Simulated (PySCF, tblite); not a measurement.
**C4H9NSeSi: geometry, infrared bands and NMR shifts**

What infrared bands and NMR shifts should C4H9NSeSi (`[H]/N=C/[C@]1(C)C[SiH2][Se]1`) show?

Programs: tblite 0.8.0 and PySCF 2.14.0, with density-fitted response routines of our own. Each step states its level of theory. These are calculated values for one molecule in the gas phase, unless marked as measured. Atoms are numbered from 0 throughout.

**1. The molecule as given**

16 atoms, charge 0, multiplicity 1; geometry from: force field or distance geometry start.

Bonds of the start (Å): C0–C1 1.50, C1–C2 1.46, C2–N3 1.28, C1–C4 1.53, C4–Si5 1.85, Si5–Se6 2.27, Se6–C1 1.95, C0–H7 1.09, C0–H8 1.12, C0–H9 1.12, C2–H10 1.10, N3–H11 1.02, C4–H12 1.12, C4–H13 1.11, Si5–H14 1.45, Si5–H15 1.47.

**2. Optimising the geometry with GFN2-xTB**

Job settings and geometry (Å):

```
{"job": {"kind": "relax", "xc": "GFN2-xTB", "basis": "xTB"}, "charge": 0, "multiplicity": 1}
C     -1.846500    -0.282800     0.000700
C     -0.407700     0.042000    -0.289200
C     -0.047800     1.452800    -0.435000
N     -0.123900     2.343200     0.485100
C      0.455800    -0.685600     0.745900
Si     1.915600    -1.256700    -0.242100
Se     0.279700    -1.000600    -1.791000
H     -2.554600     0.512100    -0.250300
H     -2.011900    -0.549900     1.079300
H     -2.113100    -1.215200    -0.562100
H      0.282500     1.801900    -1.426100
H      0.134600     3.318300     0.306900
H     -0.130100    -1.556900     1.139400
H      0.813900     0.007800     1.538700
H      2.321900    -2.622900     0.039200
H      3.024200    -0.298600    -0.351000
```

Launch:

```sh
$ OMP_NUM_THREADS=1 python probes_run.py task.json out
```

This one command runs all jobs of the session in turn.

**Question.** This job is followed by: GFN2-xTB harmonic vibrations, gas phase; GIAO PBE0/pcSseg-1 NMR shielding, non-relativistic, gas phase. What will the session give for the following? strongest single infrared mode (GFN2-xTB); zero-point energy (GFN2-xTB); 13C shifts against TMS (PBE0/pcSseg-1); 1H shifts against TMS (PBE0/pcSseg-1, means over atoms taken as alike); 15N shifts against NH3 (PBE0/pcSseg-1); 29Si shifts against TMS (PBE0/pcSseg-1); 77Se shifts against Me2Se (PBE0/pcSseg-1); surface potential, 1st and 99th percentile.

The runs gave:

```
                                                              quantity                                          value
                             strongest single infrared mode (GFN2-xTB)                           590 cm⁻¹, 283 km/mol
                                          zero-point energy (GFN2-xTB)                                  74.5 kcal/mol
                                13C shifts against TMS (PBE0/pcSseg-1)                    181.3, 65.2, 33.3, 28.9 ppm
1H shifts against TMS (PBE0/pcSseg-1, means over atoms taken as alike)  10.04, 8.56, 5.49, 5.29, 2.27, 2.24, 1.74 ppm
                                15N shifts against NH3 (PBE0/pcSseg-1)                                      318.4 ppm
                               29Si shifts against TMS (PBE0/pcSseg-1)                                      -41.8 ppm
                             77Se shifts against Me2Se (PBE0/pcSseg-1)                                        267 ppm
                                 surface potential, 1st and 99th percentile                             -1.32 V and 1.36 V
```

**Reading.** Relaxing lowered the energy by 0.920 eV in 128 steps; the close pair that moved most is C1–Se6, from 1.953 to 2.063 Å. All 42 modes are real, so the xTB geometry is a minimum. The strongest single mode, at 590 cm⁻¹, moves mainly H14 and H15. GFN2-xTB is a fitted tight-binding method: band positions and strengths are rough. Its intensities can rank the bands wrongly. At PBE0/pcSseg-1: The largest span, 1853 ppm, is at Se6, where the paramagnetic term is -1512 ppm. At PBE0/pcSseg-1, counted by nearest atom on the grid, the HOMO lies on Se6 79 %, the LUMO on Se6 34 %; C1, C2 about 15 % each. Spin-orbit coupling is left out, which matters for shieldings and couplings at and beside the heavy atoms.
